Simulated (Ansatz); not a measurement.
Crystal: ScRu3.

```
Ru Sc
1.0
    -1.94926    1.94926    4.02229
     1.94926   -1.94926    4.02229
     1.94926    1.94926   -4.02229
Ru Sc
3 1
Direct
  0.50000 0.50000 0.00000
  0.25000 0.75000 0.50000
  0.75000 0.25000 0.50000
  0.00000 0.00000 0.00000
```

The cell comes from a database or a generator and needn't be the stable form of this composition.

| Item | Value |
| --- | --- |
| Program | Ansatz 0.2.0 |
| Task | relaxation of cell and atoms |
| Functional | r2SCAN |
| Potentials or basis | Ansatz PAW |
| Cutoff | 500 eV (not typed: the program's choice for these potentials) |
| k mesh | 10 × 10 × 10 |
| Occupations | fermi-dirac, width 0.05 eV |
| Spin | no spin polarisation |

At the start: volume 15.28 Å³/atom.

Task: Where does the relaxation end?

Result: It ends after 5 steps and the volume is 14.87 Å³/atom (-2.7 %); space group I4/mmm (No. 139, to 0.05 Å).

The path:
```csv
step,energy change (eV),largest force (eV/Å),volume (Å³)
1,0.0000,0.0000,61.13
2,-0.0352,0.0000,59.54
3,-0.0361,0.0000,59.41
4,-0.0365,0.0000,59.46
5,-0.0354,0.0000,59.46
```

Final structure:
```
CELL_PARAMETERS angstrom
-1.91858 1.91858 4.03861
1.91858 -1.91858 4.03861
1.91858 1.91858 -4.03861
ATOMIC_POSITIONS crystal
Ru 0.50000 0.50000 0.00000
Ru 0.25000 0.75000 0.50000
Ru 0.75000 0.25000 0.50000
Sc 0.00000 0.00000 0.00000
```

Caveat: the plane-wave basis is chosen anew once the cell has moved, so the energies of steps on either side of that aren't comparable; the PAW data sets come from PBE, with cores solved anew for the run's functional, which leaves a small shift of forces and pressure.
